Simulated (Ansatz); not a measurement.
**FHOZn: taking an electron away**

An exercise on one series of results from a longer session: the logs are not shown, and one member is left open.

Program: Ansatz 0.2.0, Gaussian basis. Level of theory: unrestricted cation, the program's frozen cores in correlated methods. These are calculated values, not measurements.

Levels to be run: UKS PBE-D4/def2-TZVPP; UKS r2SCAN-D4/def2-TZVPP; UKS PBE0-D4/def2-TZVPP; UKS B3LYP-D4/def2-TZVPP; UKS wB97X-V/def2-TZVPP; UKS wB97M-V/def2-TZVPP; UKS B2PLYP/def2-TZVPP; UHF-CCSD(T)/def2-TZVPP; UHF-MP2/def2-QZVPP; extrapolation to the limit; then −ε(HOMO) from the neutral's earlier runs with LDA (SPW92), PBE-D4, revPBE-D4, BLYP-D4, r2SCAN-D4, B97M-V, PBE0-D4, B3LYP-D4, r2SCANh-D4, r2SCAN0-D4, HSE06-D4, BHLYP-D4, CAM-B3LYP-D4, LC-ωPBE, ωB97X-V, ωB97M-V.

### The geometry

All runs share one geometry, relaxed beforehand with PBE0-D4 in a triple-zeta def2 set.

SMILES `[OH][Zn][F]`, 4 atoms, charge 0, spin multiplicity 1.

Atoms are counted from 1 here; the program's logs count them from 0.

Bond lengths: O1–Zn2 1.759 Å, O1–H4 0.959 Å, Zn2–F3 1.739 Å. Angles: Zn2–O1–H4 115.0°, O1–Zn2–F3 176.0°.

As a file:

```csv
atom,x (Å),y (Å),z (Å)
O1,-1.1424,0.2909,-0.2760
Zn2,0.4088,-0.2960,0.3106
F3,1.8822,-0.9377,0.9743
H4,-1.0931,0.8825,-1.0293
```

The first run:

Contents of in.yaml:

```yaml
crystal:
  periodic: [false, false, false]
  atoms:
    - {symbol: O, position_ang: [-1.142448, 0.290875, -0.276006]}
    - {symbol: Zn, position_ang: [0.408835, -0.295987, 0.310566]}
    - {symbol: F, position_ang: [1.882174, -0.937658, 0.974298]}
    - {symbol: H, position_ang: [-1.093063, 0.882471, -1.029258]}
basis:
  gaussian: {orbitals: def2-TZVPP}
total_charge: 1
magnetization: {spin_polarized: true, initial_magnetization: 1}
hamiltonian: {xc: pbe, dispersion: d4}
```

Steps of the session up to this table: Cation, UKS PBE-D4/def2-TZVPP; Cation, UKS r2SCAN-D4/def2-TZVPP; Cation, UKS PBE0-D4/def2-TZVPP; Cation, UKS B3LYP-D4/def2-TZVPP; Cation, UKS wB97X-V/def2-TZVPP; Cation, UKS wB97M-V/def2-TZVPP; Cation, UKS B2PLYP (frozen core)/def2-TZVPP; Cation, UHF-CCSD(T)/def2-TZVPP; Cation, UHF-MP2/def2-QZVPP.

One table of the session follows, with a row left open; its other results are not shown here.

For comparison, −ε(HOMO) of the neutral from earlier runs:

```
  functional  −ε(HOMO) (eV)
 LDA (SPW92)           7.40
      PBE-D4           7.13
   revPBE-D4           7.03
     BLYP-D4           7.07
   r2SCAN-D4           7.46
      B97M-V           7.52
     PBE0-D4           8.80
    B3LYP-D4              ?
  r2SCANh-D4           8.10
  r2SCAN0-D4           9.06
    HSE06-D4           8.38
    BHLYP-D4          10.44
CAM-B3LYP-D4          10.36
     LC-ωPBE          11.70
     ωB97X-V          11.33
     ωB97M-V          11.29
```

**Question.** Estimate the row for B3LYP-D4.

Worked estimate for «−ε(HOMO) (eV)». Against the share of exact exchange, BLYP-D4 (0, 7.07), BHLYP-D4 (0.5, 10.44) give a slope of 6.74 per unit share; at 0.2 the line stands at 8.42.

The run gave: −ε(HOMO) (eV): 8.56. In «−ε(HOMO) (eV)» the line misses by -0.14.
